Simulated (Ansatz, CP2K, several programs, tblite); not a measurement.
Energy against volume for InGa₃P₄, ordered on the zincblende lattice (Amm2) with 8 atoms a cell, at fixed shape and fractional coordinates, computed by several methods (PBE and r2SCAN, where shown, with plane waves in Ansatz); the cell shown is that of r2SCAN. With free coordinates or axes held, a curve is too stiff, and on another method's shape its minimum isn't the method's own volume. Space group Amm2 (No. 38), orthorhombic; conventional cell a = 3.933 Å, b = 7.878 Å, c = 11.152 Å, 21.59 Å³ an atom. Around Ga lie 4 P at 2.38–2.41 Å; around Ga lie 4 P at 2.34–2.41 Å; around In lie 4 P at 2.49–2.51 Å; around P lie 4 Ga at 2.41 Å; around P lie 3 Ga at 2.38 Å and 1 In at 2.51 Å; around P lie 2 Ga at 2.34 Å and 2 In at 2.49 Å. Note: simulated data, non-magnetic, for a generated structure that need not be the stable one. Energies count from each curve's lowest point; fits are third-order Birch-Murnaghan.

```
Ga In P
1.0
     3.93260    0.00000    0.00000
     0.00000    3.93886    5.57609
     0.00000   -3.93886    5.57609
Ga In P
3 1 4
Direct
  0.00000 0.99966 0.99966
  0.50000 0.99991 0.50032
  0.50000 0.50032 0.99991
  0.00000 0.49934 0.49934
  0.50000 0.12507 0.12507
  0.00000 0.10966 0.63005
  0.00000 0.63005 0.10966
  0.50000 0.63599 0.63599
```

**Question.** r2SCAN, on the shape of its own relaxed cell, gives

| V (Å³/atom) | E (meV/atom) |
| --- | --- |
| 20.298 | 22.17 |
| 20.946 | 5.23 |
| 21.593 | 0.00 |
| 22.241 | 4.72 |
| 22.889 | 17.89 |

What equilibrium volume and bulk modulus follow?

**Answer.** V₀ = 21.59 Å³ an atom and B₀ = 82 GPa.

**Question.** PBE/DZVP (CP2K), on the shape of the cell shown, gives
```csv
V (Å³/atom),E (meV/atom)
19.002,150.10
20.298,48.16
21.593,4.01
22.889,0.00
24.185,25.73
```
What equilibrium volume and bulk modulus follow?

**Answer.** V₀ = 22.36 Å³ an atom and B₀ = 71 GPa.

PBE, on the shape of its own relaxed cell:
```csv
V (Å³/atom),E (meV/atom)
20.894,20.05
21.561,4.73
22.227,0.00
22.894,4.22
23.561,16.01
```
V₀ = 22.23 Å³ an atom and B₀ = 71 GPa.

GFN2-xTB (tblite), on the shape of the cell shown, as a cluster of 48 atoms at the zone centre:
```
V (Å³/atom)  E (meV/atom)
     19.002        257.26
     20.298        120.47
     21.593         40.62
     22.889          1.68
     24.185          0.00
```
The lowest point is an end point, so the minimum isn't bracketed.

light PBE (260 eV, its own mesh), on the shape of the cell shown:
```tsv
V (Å³/atom)	E (meV/atom)
19.866	110.59
20.730	53.23
21.593	14.03
22.457	0.00
23.321	3.38
24.185	12.43
```
The points scatter about a smooth fit, as a low cutoff and a light mesh can make them, so no fit is quoted.
